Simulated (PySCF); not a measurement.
# C5H13AlN2Si: the cost of one run

Computed with PySCF 2.14.0, with density-fitted response routines of our own, on a single molecule in the gas phase. Atoms are numbered from 0 throughout.

## Step 1: The molecule as given

22 atoms, charge 0, multiplicity 1; geometry from: GFN2-xTB.

Bonds of the start (Å): C0–C1 1.52, C1–C2 1.53, C2–N3 1.45, N3–C4 1.27, C4–Al5 2.06, Al5–N6 1.93, N6–C7 1.16, C7–Si8 1.87, C0–H9 1.09, C0–H10 1.09, C0–H11 1.09, C1–H12 1.09, C1–H13 1.09, C2–H14 1.10, C2–H15 1.09, C4–H16 1.11, Al5–H17 1.55, Al5–H18 1.55, Si8–H19 1.45, Si8–H20 1.46, Si8–H21 1.49.

## Step 2: Shielding tensors: PBE0/pcSseg-1

The job: settings as JSON, then the geometry in Å.

```
{"job": {"kind": "nmr", "xc": "PBE0", "basis": "pcSseg-1"}, "charge": 0, "multiplicity": 1}
C     -3.016813     1.142481    -0.709110
C     -1.677215     0.425050    -0.810875
C     -0.896908     0.531004     0.504068
N      0.354476    -0.194938     0.434206
C      0.395999    -1.431654     0.716318
Al     1.973358    -2.759466     0.699894
N      3.200608    -1.340118     0.254069
C      2.947504    -0.241506     0.003009
Si     2.088649     1.399762    -0.284184
H     -3.627556     0.701861     0.076052
H     -2.869086     2.195765    -0.478409
H     -3.557113     1.064111    -1.649147
H     -1.085837     0.859382    -1.618656
H     -1.835215    -0.630545    -1.047528
H     -1.520297     0.135684     1.317496
H     -0.683066     1.583178     0.707725
H     -0.572269    -1.868552     1.043612
H      2.283339    -3.309488     2.119473
H      1.941975    -3.757011    -0.491724
H      1.247181     1.306657    -1.466204
H      1.668025     1.953312     0.995522
H      3.229850     2.254415    -0.701818
```

Level: GIAO PBE0/pcSseg-1 NMR shielding, non-relativistic, gas phase.

The run is started by

```bash
$ OMP_NUM_THREADS=1 python probes_run.py task.json out
```

One launch serves the whole session: the jobs run in the order shown.

**Question.** How long does this job take on 1 thread of Arm Neoverse V1, shared host, and how much memory does it need?

About 76 s, with a peak of 0.98 GiB.
